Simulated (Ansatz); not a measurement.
# C2H5O2Si: the cost of one run

Method: UKS CAM-B3LYP-D4/def2-SVP; program: Ansatz 0.2.0.

## Step 1: The system as given

SMILES `[CH]=C[SiH](O)O`, 10 atoms, charge 0, spin multiplicity 2.

Atoms are counted from 1 here; the program's logs count them from 0.

Bond lengths: C1–C2 1.318 Å, C1–H6 1.100 Å, C2–Si3 1.899 Å, C2–H7 1.116 Å, Si3–O4 1.675 Å, Si3–O5 1.673 Å, Si3–H8 1.492 Å, O4–H9 0.977 Å, O5–H10 0.973 Å. Angles: C2–C1–H6 141.6°, C1–C2–Si3 120.0°, C1–C2–H7 121.2°, Si3–C2–H7 118.8°, C2–Si3–O4 106.7°, C2–Si3–O5 111.5°, C2–Si3–H8 111.4°, O4–Si3–O5 111.9°, O4–Si3–H8 112.0°, O5–Si3–H8 103.5°, Si3–O4–H9 111.4°, Si3–O5–H10 115.0°.

As a file:

```xyz
10
C2H5O2Si
C    -1.6409    0.6044   -0.6714
C    -0.7568   -0.3717   -0.7203
Si    0.6195   -0.4718    0.5837
O     0.4169    0.8455    1.5980
O     2.1354   -0.4869   -0.1250
H    -2.5259    0.9931   -1.1961
H    -0.7910   -1.1422   -1.5273
H     0.5708   -1.7627    1.3295
H    -0.3308    1.4045    1.3112
H     2.3857    0.3366   -0.5795
```

## Step 2: Relaxation

Input file input.yaml:

```yaml
crystal:
  periodic: [false, false, false]
  atoms:
    - { symbol: C, position_ang: [-1.640852, 0.604402, -0.671396] }
    - { symbol: C, position_ang: [-0.756829, -0.371739, -0.72028] }
    - { symbol: Si, position_ang: [0.619503, -0.471761, 0.583667] }
    - { symbol: O, position_ang: [0.416928, 0.845502, 1.598041] }
    - { symbol: O, position_ang: [2.135394, -0.486906, -0.124988] }
    - { symbol: H, position_ang: [-2.525906, 0.993051, -1.196089] }
    - { symbol: H, position_ang: [-0.790961, -1.142201, -1.527285] }
    - { symbol: H, position_ang: [0.570835, -1.762667, 1.329518] }
    - { symbol: H, position_ang: [-0.330761, 1.404547, 1.311244] }
    - { symbol: H, position_ang: [2.385748, 0.336571, -0.579533] }
magnetization:
  spin_polarized: true
  initial_magnetization: 1
basis:
  gaussian: { orbitals: def2-SVP }
hamiltonian:
  xc: { name: CAM-B3LYP }
  dispersion: d4
output:
  forces: true
relax:
  f_tol: 0.003
  max_steps: 120
```

Launch:

```console
> ansatz run input.yaml --threads 1 --pin off --max-ram 2560MiB --backend cpu --events-out ev --progress --plain --runs-dir out
```

Q: Estimate wall time and peak memory on 1 thread of Arm Neoverse V2, shared host.

About 1.8 min, with a peak of 0.33 GiB.
